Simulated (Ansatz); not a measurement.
**CH3FOSSi: how energies converge with the basis set**

One table from this session's results is given with a row withheld; the runs are named, their logs left out.

The runs use Ansatz 0.2.0, Gaussian basis; one geometry, several basis sets.

The runs, in order: PBE0-D4/def2-SVP; ωB97M-V/def2-SVP; PBE0-D4/def2-QZVPP; ωB97M-V/def2-QZVPP; the functionals' def2-TZVPP values are taken from earlier runs.

### The geometry

The geometry comes from an earlier relaxation with PBE0-D4 in a triple-zeta def2 set; it is a stationary point, not always the lowest conformer.

SMILES `O[Si@H]1S[C@H]1F`, 8 atoms, charge 0, spin multiplicity 1.

Atoms are counted from 1 here; the program's logs count them from 0.

Bond lengths: O1–Si2 1.627 Å, O1–H6 0.961 Å, Si2–S3 2.084 Å, Si2–C4 1.845 Å, Si2–H7 1.471 Å, S3–C4 1.860 Å, C4–F5 1.373 Å, C4–H8 1.086 Å. Angles: Si2–O1–H6 117.1°, O1–Si2–S3 122.1°, O1–Si2–C4 119.8°, O1–Si2–H7 107.1°, S3–Si2–C4 56.1°, S3–Si2–H7 120.6°, C4–Si2–H7 124.0°, Si2–S3–C4 55.4°, Si2–C4–S3 68.5°, Si2–C4–F5 117.7°, Si2–C4–H8 127.2°, S3–C4–F5 113.9°, S3–C4–H8 112.5°, F5–C4–H8 109.6°.

The first run:

Input file in.yaml:

```yaml
crystal:
  periodic: [false, false, false]
  atoms:
    - {symbol: O, position_ang: [-0.009837, 1.755663, 0.726824]}
    - {symbol: Si, position_ang: [0.695086, 0.412890, 0.137204]}
    - {symbol: S, position_ang: [0.394520, -1.463324, 0.993564]}
    - {symbol: C, position_ang: [-0.342191, -0.910907, -0.622189]}
    - {symbol: F, position_ang: [-1.705592, -0.752971, -0.585957]}
    - {symbol: H, position_ang: [-0.889134, 1.660468, 1.101665]}
    - {symbol: H, position_ang: [2.022523, 0.805240, -0.359677]}
    - {symbol: H, position_ang: [-0.073176, -1.564158, -1.447234]}
basis:
  gaussian: {orbitals: def2-SVP}
hamiltonian: {xc: pbe0, dispersion: d4}
output: {orbitals: {seedname: orbitals}}
```

Started as:

```bash
> ansatz run in.yaml --threads 2 --pin off --events-out ev --progress --plain --max-ram 4352MiB
```

Among the steps run: PBE0-D4 in def2-SVP; ωB97M-V in def2-SVP; PBE0-D4 in def2-QZVPP; ωB97M-V in def2-QZVPP.

One of the session's tables, all rows but one given; the rest of the session is left out.

```
functional       basis  HOMO (eV)  LUMO (eV)
   PBE0-D4    def2-SVP      -7.46       0.34
   PBE0-D4  def2-TZVPP      -7.55      -0.11
   PBE0-D4  def2-QZVPP      -7.59      -0.29
   ωB97M-V    def2-SVP      -9.58       2.31
   ωB97M-V  def2-TZVPP      -9.71       1.67
   ωB97M-V  def2-QZVPP          ?          ?
```

Estimate the missing values for ωB97M-V, def2-QZVPP.

**Answer.** HOMO (eV): -9.75; LUMO (eV): 1.33. In the column «HOMO (eV)» it is the lowest.
